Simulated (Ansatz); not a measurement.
INa (charge +1): a ladder of basis sets, run with Ansatz 0.2.0 through its Python package.

`basis_ina.py`:
```python
"""Basis-set convergence for INa(+)."""

import warnings

import ansatz as az

config = {
    "xc": "b3lyp",
    "vdw": "d3bj",
    "charge": 1,
}

GEOMETRY = """
Na    0.00000    0.00000    0.00000
I     0.00000    0.00000    2.98500
"""

warnings.simplefilter("ignore", az.DeckWarning)

mol = az.Crystal.molecule()
for line in GEOMETRY.strip().splitlines():
    symbol, *xyz = line.split()
    mol = mol.atom(symbol, [float(v) for v in xyz])

calculation = (
    mol.calculation()
    .functional(config["xc"], dispersion=config["vdw"])
    .charge(config["charge"])
    .spin("collinear", total=1)
)

energies = {}
for basis in ["def2-SVP", "def2-SVPD", "def2-TZVP", "def2-TZVPP"]:
    data = calculation.basis(gaussian=basis).run().report
    size = data["n_frozen"] + data["n_occupied"][0] + data["n_virtual"][0]
    energies[basis] = (data["reference_energy_ev"] / 27.211386246, data["free_energy_ev"] / 27.211386246)
    print(f"{basis:14s} {size:4d} orbitals  reference {energies[basis][0]:14.6f} Ha  total {energies[basis][1]:14.6f} Ha")

last = energies["def2-TZVPP"][1]
for basis, (_, total) in energies.items():
    print(f"{basis:14s} lies {27.211386 * (total - last):9.4f} eV above def2-TZVPP")
```

How far does the total energy move along this ladder of basis sets?

Against def2-SVP: def2-SVPD -2.2 mHa, def2-TZVP -69.1 mHa and def2-TZVPP -69.1 mHa. The last step alone is +0.00 mHa (these two sets differ little on atoms other than hydrogen). From the first set to the last the time grows from 2.5 to 4.1 s.

The output:

`python basis_ina.py` gives:
```text
def2-SVP         41 orbitals  reference    -459.818717 Ha  total    -459.821002 Ha
def2-SVPD        53 orbitals  reference    -459.820879 Ha  total    -459.823164 Ha
def2-TZVP        82 orbitals  reference    -459.887778 Ha  total    -459.890063 Ha
def2-TZVPP       82 orbitals  reference    -459.887778 Ha  total    -459.890063 Ha
def2-SVP       lies    1.8793 eV above def2-TZVPP
def2-SVPD      lies    1.8204 eV above def2-TZVPP
def2-TZVP      lies    0.0000 eV above def2-TZVPP
def2-TZVPP     lies    0.0000 eV above def2-TZVPP
```

The drop along the ladder measures the basis error, and is no property of the molecule. The geometry is a force-field or estimated start, not a minimum of this method, and the last set is no limit. Much of the fall in a total is atomic energy, which cancels in bond and reaction energies. def2 sets replace the cores of elements past krypton by effective core potentials. The species is open-shell (spin multiplicity 2). Total less reference energy is the dispersion correction. b3lyp holds the VWN-RPA fit, as in Gaussian; the form of ORCA and Turbomole is b3lyp5. The spin state was assumed, and another may lie lower. Run time: 14 s on 1 thread of Arm Neoverse V2, with other jobs on the host, peak memory 0.24 GiB.
